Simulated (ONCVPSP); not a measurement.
**Pseudopotential generation for zirconium: ONCV, LDA (Perdew-Wang 92)**

Do these settings give a usable potential? It is generated, then checked for transferability, scattering, ghosts and hardness.

The numbers are computed with ONCVPSP 4.0.1 (LDA (Perdew-Wang 92), scalar-relativistic, spin-unpolarised reference atom).

### 1 Settings

Typed settings, in words:

| Quantity | Value |
| --- | --- |
| element | zirconium (Zr, Z = 40) |
| type | optimised norm-conserving Vanderbilt (ONCV) |
| frozen core | [Ar] 3d10 |
| valence charge | 12 |
| reference configuration | 4s2 4p6 4d2 5s2 |
| partial waves | 4s+5s: rc 2.00 bohr, ncon 3, nbas 6, qcut 6.3 1/bohr, 2 projectors; 4p: rc 2.10 bohr, ncon 4, nbas 7, qcut 5.6 1/bohr, 2 projectors, debl 1 Ha; 4d: rc 2.65 bohr, ncon 4, nbas 9, qcut 4.8 1/bohr, 2 projectors, debl 2.6 Ha |
| local potential | polynomial inside 1.90 bohr (lpopt 5, dvloc0 0 Ha) |
| core correction | not asked for |

### 2 Generating the potential

Zr.dat

```
# ATOM AND REFERENCE CONFIGURATION
# atsym  z   nc   nv     iexc    psfile
  Zr 40.00    6    4  -001012      upf
#
#   n    l    f
    1    0    2.00
    2    0    2.00
    2    1    6.00
    3    0    2.00
    3    1    6.00
    3    2   10.00
    4    0    2.00
    4    1    6.00
    4    2    2.00
    5    0    2.00
#
# PSEUDOPOTENTIAL AND OPTIMIZATION
# lmax
    2
#
#   l,   rc,      ep,       ncon, nbas, qcut
    0    2.00    0.00    3    6    6.30
    1    2.10    0.00    4    7    5.60
    2    2.65    0.00    4    9    4.80
#
# LOCAL POTENTIAL
# lloc, lpopt,  rc(5),   dvloc0
    4    5    1.90    0.00
#
# VANDERBILT-KLEINMAN-BYLANDER PROJECTORs
# l, nproj, debl
    0    2    0.70
    1    2    1.00
    2    2    2.60
#
# MODEL CORE CHARGE
# icmod, fcfact, rcfact
    0    0.00    0.00
#
# LOG DERIVATIVE ANALYSIS
# epsh1, epsh2, depsh
   -4.00    5.00    0.02
#
# OUTPUT GRID
# rlmax, drl
    6.00    0.01
#
# TEST CONFIGURATIONS
# ncnf
    4
# nvcnf
#   n    l    f
    4
    4    0    2.00
    4    1    6.00
    4    2    2.00
    5    0    1.00
#
    4
    4    0    2.00
    4    1    6.00
    4    2    2.00
    5    0    0.00
#
    4
    4    0    2.00
    4    1    6.00
    4    2    1.00
    5    0    0.00
#
    4
    4    0    2.00
    4    1    6.00
    4    2    3.00
    5    0    1.00
#
```

Run with:

```sh
$ oncvpsp.x < Zr.dat > Zr.out
```

**Question.** What will these runs give? Wanted: cutoffs for 1 and 0.1 mHa per electron, occupied waves; bound ghosts; GHOST(+) flags; largest test error; largest phase difference near zero energy, channels read; projector energies reset by the program.

As calculated:

| quantity | value |
| --- | --- |
| cutoffs for 1 and 0.1 mHa per electron, occupied waves | 13 Ha and 15 Ha |
| bound ghosts | none found |
| GHOST(+) flags | none at low energy |
| largest test error (AE − PS) | +28 meV, for 4s2 4p6 4d1 5s0 |
| largest phase difference near zero energy, channels read | 0.003 rad |
| projector energies reset by the program | p: -1.195, 0.250 Ha |

What this shows: The worst unpolarised test, 4s2 4p6 4d1 5s0, is off by 28 meV on 43.4 eV; by total energies transferability rates as fair. The potential is soft on the atom at that tolerance: the looser tolerance needs 13 Ha. No bound ghost shows below the valence levels. Near zero energy the phases of the channels with partial waves agree within 0.003 rad.
